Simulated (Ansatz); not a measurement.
# Ti2Cd: the cost of one run

Method: DFT PBEsol, scalar-relativistic, plane waves, PAW, in Ansatz 0.2.0.

1 further run of the same task is left out (set aside as unsound or not needed).

## (1) The structure to begin with

It takes space group I4/mmm (No. 139, tetragonal). The conventional cell has a = 2.820 Å, b = 2.820 Å, c = 13.287 Å, α = 90.00°, β = 90.00°, γ = 90.00°. Ti (site symmetry 4mm) is surrounded by 8 Ti at 2.79 to 2.82 Å and 4 Cd at 3.08 Å. Around Cd (site symmetry 4/mmm) lie 4 Cd at 2.82 Å and 8 Ti at 3.08 Å.

Structure file:

```
Ti Cd
1.0
    -1.40987    1.40987    6.64354
     1.40987   -1.40987    6.64354
     1.40987    1.40987   -6.64354
Ti Cd
2 1
Direct
  0.32348 0.32348 0.00000
  0.67652 0.67652 0.00000
  0.00000 0.00000 0.00000
```

This cell was relaxed beforehand with the same method: volume 17.61 Å³/atom, gap on the mesh none (metal).

## (2) Bands, states and charges

Contents of input.yaml:

```yaml
crystal:
  lattice:
    - [-1.4098660582, 1.4098660582, 6.6435443912]
    - [1.4098660582, -1.4098660582, 6.6435443912]
    - [1.4098660582, 1.4098660582, -6.6435443912]
  atoms:
    - { symbol: Ti, position: [0.3234844568, 0.3234844568, 0.0] }
    - { symbol: Ti, position: [0.6765155432, 0.6765155432, 0.0] }
    - { symbol: Cd, position: [0.0, 0.0, 0.0] }
basis:
  ecutwfc: 420
kpoints:
  mp_grid: { grid: [20, 20, 20] }
  band_path:
    path:
      - [[0.0, 0.0, 0.0], [0.0, 0.0, 0.5], [0.25, 0.25, 0.25], [0.0, 0.5, 0.0], [0.0, 0.0, 0.0], [0.5, 0.5, -0.5], [0.2612589, 0.7387411, -0.2612589]]
      - [[-0.2612589, 0.2612589, 0.2612589], [0.0, 0.0, 0.0]]
      - [[0.0, 0.0, 0.5], [-0.0225178, 0.0225178, 0.5]]
      - [[0.5, 0.5, -0.0225178], [0.5, 0.5, -0.5]]
    npoints: 14
hamiltonian:
  xc: pbesol
scf:
  occupations: { method: gaussian, width: 0.1 }
  n_extra_bands: 7
output:
  forces: true
  stress: true
  eigenvalues: true
  populations: true
  dos: { projected: true, de: 0.02, nscf_kmesh: { grid: [30, 30, 30] } }
  bader: true
  write_density: true
  write_potential: true
  elf: true
  volumetric_format: npy
```

Run with:

```console
ansatz run input.yaml --threads 1 --pin off --max-ram 2560MiB --backend cpu --events-out ev --progress --plain --runs-dir out
```

**Question.** How long does this run take on 1 thread of Intel Xeon 6975P-C (Granite Rapids), shared host, and how much memory does it need?

About 1.8 min, with a peak of 1.8 GiB.
